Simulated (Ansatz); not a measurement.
**Ti started on a Zr site and Ti started on a Zr site in perovskite BaZrO3, 40 atoms, charge 0**

Wanted: geometry, formation energy and gap levels of the defect, compared across PBEsol and HSE06.

Program: Ansatz 0.2.0, PAW, plane waves. These are calculated values, not measurements.

### 1 Starting point

40 atoms (8 Ba, 2 Ti, 6 Zr, 24 O); a = 8.362 Å, b = 8.362 Å, c = 8.362 Å, α = 90.00°, β = 90.00°, γ = 90.00°. All atoms were shaken off their sites by about 0.02 Å along each axis; atoms next to an added one may be pushed further to make room. Defect site 1: (0.250, 0.250, 0.250). Defect site 2: (0.250, 0.750, 0.750).

Steps to follow: (2) PBEsol relaxation at the single k point (¼, ¼, ¼), on 1 × NVIDIA H100 80GB HBM3 with 4 threads of AMD EPYC 7R13; (3) HSE06 single point at the single k point (¼, ¼, ¼), on 1 × NVIDIA H100 80GB HBM3 with 4 threads of AMD EPYC 7R13.

### 2 Relaxation of the positions (PBEsol)

Input file in.yaml:

```yaml
crystal:
  lattice:
    - [8.361961, 0.000000, 0.000000]
    - [0.000000, 8.361961, 0.000000]
    - [0.000000, 0.000000, 8.361961]
  atoms:
    - { symbol: Ba, position: [0.998331, 0.998365, 0.001344] }
    - { symbol: Ba, position: [0.000811, 0.999695, 0.498653] }
    - { symbol: Ba, position: [0.999843, 0.502151, 0.000653] }
    - { symbol: Ba, position: [0.998476, 0.500497, 0.495697] }
    - { symbol: Ba, position: [0.501396, 0.996140, 0.998388] }
    - { symbol: Ba, position: [0.502061, 0.998421, 0.501569] }
    - { symbol: Ba, position: [0.497698, 0.499018, 0.000492] }
    - { symbol: Ba, position: [0.501042, 0.497163, 0.501241] }
    - { symbol: Ti, position: [0.251234, 0.248201, 0.244311] }
    - { symbol: Ti, position: [0.252121, 0.751513, 0.752562] }
    - { symbol: Zr, position: [0.251696, 0.248103, 0.748852] }
    - { symbol: Zr, position: [0.253090, 0.751560, 0.249640] }
    - { symbol: Zr, position: [0.746890, 0.248210, 0.246909] }
    - { symbol: Zr, position: [0.753389, 0.249032, 0.746911] }
    - { symbol: Zr, position: [0.751294, 0.749590, 0.251743] }
    - { symbol: Zr, position: [0.750501, 0.746488, 0.748531] }
    - { symbol: O, position: [0.251138, 0.248271, 0.998324] }
    - { symbol: O, position: [0.249321, 0.249322, 0.496952] }
    - { symbol: O, position: [0.247566, 0.750210, 0.999427] }
    - { symbol: O, position: [0.249594, 0.754224, 0.500514] }
    - { symbol: O, position: [0.750708, 0.255559, 0.003920] }
    - { symbol: O, position: [0.750659, 0.250413, 0.499096] }
    - { symbol: O, position: [0.748307, 0.750222, 0.996719] }
    - { symbol: O, position: [0.749254, 0.749112, 0.496736] }
    - { symbol: O, position: [0.997414, 0.247875, 0.253376] }
    - { symbol: O, position: [0.998670, 0.247232, 0.755139] }
    - { symbol: O, position: [0.001377, 0.751811, 0.250954] }
    - { symbol: O, position: [0.999237, 0.750115, 0.752363] }
    - { symbol: O, position: [0.502856, 0.252152, 0.248112] }
    - { symbol: O, position: [0.501115, 0.250958, 0.745941] }
    - { symbol: O, position: [0.503432, 0.745935, 0.246210] }
    - { symbol: O, position: [0.499201, 0.747067, 0.754907] }
    - { symbol: O, position: [0.248448, 0.997768, 0.249207] }
    - { symbol: O, position: [0.249042, 0.001404, 0.748838] }
    - { symbol: O, position: [0.253116, 0.497959, 0.249445] }
    - { symbol: O, position: [0.246969, 0.495177, 0.751397] }
    - { symbol: O, position: [0.750425, 0.002064, 0.246904] }
    - { symbol: O, position: [0.743554, 0.998057, 0.752469] }
    - { symbol: O, position: [0.750729, 0.500183, 0.251294] }
    - { symbol: O, position: [0.750607, 0.497815, 0.748938] }
  symmetry: { detect: false }
kpoints:
  mp_grid: { grid: [1, 1, 1], shift: [0.25, 0.25, 0.25] }
hamiltonian:
  xc: pbesol
scf:
  occupations: { method: fermi_dirac, width: 0.01 }
relax:
  f_tol: 0.03
  max_steps: 80
  escape_saddle: false
  adjacent_minimum: "off"
output:
  forces: true
  eigenvalues: true
  populations: true
```

On the command line:

```bash
$ ansatz run in.yaml --threads 4 --pin off --max-ram 42750MiB --runs-dir r --events-out ev --progress --plain --backend cuda --devices 0, --max-vram 37GiB
```

The runs that follow: Single point with HSE06.

**Question.** What will these runs give? Wanted: for each run, formation energy; host gap; top filled to lowest empty.

The runs gave:

```
             level        time  formation energy (eV)  host gap (eV)  top filled to lowest empty (eV)
PBEsol, relaxation  12 s (GPU)                   2.17           2.97                             3.15
             HSE06  13 s (GPU)                   2.36           4.56                             4.75
```

| quantity | value |
| --- | --- |
| relaxation | 9 recorded steps, 1.06 eV gained |
| largest shift | 0.15 Å (O29 and others alike) |

**Reading.** The relaxation lowers the energy by 1.06 eV; the largest shift is 0.15 Å (O29 and others alike). Part of this undoes the random shake of the start. The formation energy goes from 2.17 eV (PBEsol) to 2.36 eV (HSE06). The reservoirs are the elements' reference phases; where the defect changes the composition, the value depends on that choice. HSE06 puts 3 localised levels over 0.1 eV inside the gap, at 4.21 (empty), 4.45 (empty), 4.46 (empty) eV, the tightest of them shared by about 5 atoms. Those within 0.2 eV of an edge lie within the error of lining up the edges. The host's edges were read at Γ, so band-like levels at this k point need not coincide with them. One k point and a cell of this size can leave errors of several tenths of an eV.
